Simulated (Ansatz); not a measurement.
SrCuO₃, space group Pm-3m, relaxations under a series of pressures

Program: Ansatz's Python interface.

The script reads `srcuo3.extxyz`:
```text
5
Lattice="3.838401 0.0 0.0 0.0 3.838401 0.0 0.0 0.0 3.838401" Properties=species:S:1:pos:R:3 pbc="T T T"
Sr    1.91920050    1.91920050    1.91920050
Cu    0.00000000    0.00000000    0.00000000
O     1.91920050    0.00000000    0.00000000
O     0.00000000    1.91920050    0.00000000
O     0.00000000    0.00000000    1.91920050
```

At the Python prompt:
```pycon
>>> import ansatz as az
>>> import numpy as np
>>> import pandas as pd
>>> def edges_and_angles(cell):
...     cell = np.asarray(cell)
...     a, b, c = np.linalg.norm(cell, axis=1)
...     cosines = cell[1] @ cell[2] / (b * c), cell[0] @ cell[2] / (a * c), cell[0] @ cell[1] / (a * b)
...     return (a, b, c, *np.degrees(np.arccos(cosines)))
...
>>> srcuo3 = az.Crystal.from_extxyz("srcuo3.extxyz")
>>> model = (
...     srcuo3.calculation()
...     .functional("mr2scan")
...     .basis(630)
...     .accuracy("low")
...     .kpoints(5)
...     .occupations(az.OccupationsMethod.COLD, width=0.05)
...     .scf(tolerance=1e-05, max_iterations=150)
... )
>>> # H = F + PV, with 1 GPa A^3 = 1/160.21766 eV
>>> rows = []
>>> for pressure in [0, 5, 10, 20]:
...     out = model.relax(cell=True, pressure=pressure, force_tolerance=0.001, max_steps=40, max_displacement=0.3).run()
...     cell = out.lattice.cell_ang
...     n_atoms = len(out.lattice.sites)
...     volume = abs(np.linalg.det(cell)) / n_atoms
...     enthalpy = out.report["free_energy_ev"] / n_atoms + pressure * volume / 160.21766
...     rows.append((pressure, volume, enthalpy, *edges_and_angles(cell)))
...     print(f"{pressure} GPa done: {volume:.4f} A^3/atom")
...
DeckWarning: scf.convergence.dr2_threshold = 1e-5 eV is looser than this run's default, which is 1e-7 eV or tighter. The error in the forces grows as the threshold's square root, so leave the key out unless less accurate forces are enough
DeckWarning: relax.cell: scf.convergence.dr2_threshold = 1e-5 eV is looser than the 5e-10 eV advised for a relaxation that steers and ends on the stress (1e-10 eV for each atom of the cell: 5). What [...]
0 GPa done: 11.1586 A^3/atom
5 GPa done: 10.8303 A^3/atom
10 GPa done: 10.5472 A^3/atom
20 GPa done: 10.0796 A^3/atom
>>> table = pd.DataFrame(rows, columns=["P_GPa", "V_A3_atom", "H_eV_atom", "a", "b", "c", "alpha", "beta", "gamma"])
>>> table.round(4)
   P_GPa  V_A3_atom  H_eV_atom       a       b       c  alpha  beta  gamma
0      0    11.1586 -2378.3988  3.8211  3.8211  3.8211   90.0  90.0   90.0
1      5    10.8303 -2378.0558  3.7833  3.7833  3.7833   90.0  90.0   90.0
2     10    10.5472 -2377.7224  3.7500  3.7500  3.7500   90.0  90.0   90.0
3     20    10.0796 -2377.0793  3.6938  3.6938  3.6938   90.0  90.0   90.0
>>> p, v = np.array([row[0] for row in rows], float), np.array([row[1] for row in rows])
>>> print("mean bulk modulus between rows (GPa):", np.round(-np.diff(p) / np.diff(np.log(v)), 1))
mean bulk modulus between rows (GPa): [167.5 188.8 220.5]
```

The volume falls from 11.16 Å³ an atom at 0 GPa to 10.08 at 20 GPa, by 9.7 %. Between 0 and 5 GPa, -V dP/dV is about 167 GPa, a mean over that step.

Caveats:
- The settings weren't tested for convergence.
- The cell holds an odd number of electrons and is run without spin, so a magnetic state may lie lower.
- At a fixed pressure a relaxation lowers the enthalpy F + PV, while F alone can rise.
- The mesh is modest for a metal, so energies can be off by several to tens of meV an atom and pressures by half a GPa or more; differences at equal mesh fare better.
- Without a Hubbard U or exact exchange, semilocal functionals often make such 3d compounds metallic or too weakly gapped.
- The structure comes from a database of computed cells and needn't be a stable or known phase.
- Warnings are shown shortened and without file and line.
- Symmetry holds the cell in this phase, whether or not it is the stable one at each pressure.
- It ran for 50 s on 1 thread of Arm Neoverse V2 (shared host), peak memory 0.54 GiB.
